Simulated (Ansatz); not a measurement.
The system is CoNiSb.

```
CELL_PARAMETERS angstrom
4.24327 0.00000 0.00000
-2.12164 3.67478 0.00000
0.00000 0.00000 5.38024
ATOMIC_POSITIONS crystal
Sb 0.33333 0.66667 0.25000
Sb 0.66667 0.33333 0.75000
Ni 0.33333 0.66667 0.75000
Ni 0.66667 0.33333 0.25000
Co 0.00000 0.00000 0.00000
Co 0.00000 0.00000 0.50000
```

The cell comes from a database or a generator and needn't be the stable form of this composition.

```yaml
Program: Ansatz 0.2.0
Task: single point
Functional: PBE
Potentials_or_basis: Ansatz PAW
Cutoff: "420 eV (not typed: the program's choice for these potentials)"
k_mesh: 7 × 7 × 5
Occupations: fermi-dirac, width 0.05 eV
Spin: collinear spin, ferromagnetic start
Starting_moments: "[0.0, 0.0, 1.0, 1.0, 2.0, 2.0] μB"
```

On this cell: pressure 0.8 GPa; largest force under 0.003 eV/Å; net moment 1.85 μB per cell; site moments Sb +0.00; Ni +0.07; Co +0.92 μB; band gap on the k mesh none (metal or under the smearing width).

The same run follows on a disturbed copy (atoms moved at random, drawn with an rms of 0.05 Å):

```
CELL_PARAMETERS angstrom
4.24327 0.00000 0.00000
-2.12164 3.67478 0.00000
0.00000 0.00000 5.38024
ATOMIC_POSITIONS crystal
Sb 0.32962 0.66445 0.24585
Sb 0.65981 0.32515 0.75932
Ni 0.31597 0.65949 0.75355
Ni 0.65631 0.33270 0.26389
Co 0.98492 0.99195 0.99678
Co 0.00066 0.00615 0.49312
```

**Question.** What does the disturbed cell give?

**Answer.** The energy (extrapolated to zero smearing) moves by +5.6 meV/atom; pressure 1.1 GPa; largest force 0.499 eV/Å; net moment 1.85 μB per cell; site moments Sb +0.00; Ni +0.08, +0.07; Co +0.89, +0.94 μB; band gap on the k mesh none (metal or under the smearing width).

Forces in eV/Å, atoms in the order of the input:
```
Sb  -0.312  0.062  0.194
Sb  -0.455  0.055 -0.197
Ni   0.411 -0.007 -0.163
Ni   0.315 -0.032 -0.086
Co   0.054 -0.004  0.049
Co  -0.013 -0.074  0.203
```

Stress tensor (GPa, compression positive):
```
 1.67  0.31 -0.02
 0.31  1.62 -0.09
-0.02 -0.09 -0.07
```
